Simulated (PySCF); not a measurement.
# N2Y2 (Y2(N)2): the cost of one run

Computed with PySCF 2.14.0. Level: BP86, Y def2-SVP with ECP28, N def2-SVP; scalar-relativistic core potentials, no spin–orbit coupling.

4 further runs of the same task are left out: 2 for a known fault of the program, 2 that didn't finish.

## 1. The starting structure

4 atoms, charge 0, spin multiplicity 1.

Bond lengths: Y1–Y2 2.998 Å, Y1–N3 2.034 Å, Y1–N4 2.034 Å, Y2–N3 2.034 Å, Y2–N4 2.034 Å. Angles: Y2–Y1–N3 42.5°, Y2–Y1–N4 42.5°, N3–Y1–N4 85.0°, Y1–Y2–N3 42.5°, Y1–Y2–N4 42.5°, N3–Y2–N4 85.0°, Y1–N3–Y2 95.0°, Y1–N4–Y2 95.0°.

Geometry (Å):

```tsv
atom	x (Å)	y (Å)	z (Å)
Y1	0.0000	0.0000	1.4991
Y2	0.0000	0.0000	-1.4991
N3	1.3745	0.0000	0.0000
N4	-1.3745	0.0000	0.0000
```

Formal oxidation states: Y +3. An earlier session relaxed this geometry at BP86, Y def2-SVP with ECP28, N def2-SVP (singlet, point group D2h).

Its energy there is -186.177395 Eh.

## 2. Multiplicity 3 at the relaxed geometry

run.py (the lines that set the calculation) reads:

```python
mol = gto.M(atom='''
Y      0.00000     0.00000     1.49907
Y      0.00000     0.00000    -1.49907
N      1.37446     0.00000     0.00000
N     -1.37446     0.00000     0.00000''',
    basis={'Y': 'def2-SVP', 'N': 'def2-SVP'},
    ecp={'Y': 'def2-SVP'},
    charge=0, spin=2)
mf = dft.UKS(mol, xc='B88,P86')
mf.grids.atom_grid = (50, 194)
mf = mf.density_fit()  # fitting sets: Y def2-universal-JKFIT, N def2-universal-JKFIT
mf.conv_tol = 1e-08; mf.max_cycle = 55
mf.kernel(dm0)  # dm0: free metal ions and neutral atoms
```

Run with:

```
$ OMP_NUM_THREADS=2 python run.py
```

**Question.** How long does this run take on 2 threads of Arm Neoverse V1, shared host?

About 3.1 s.
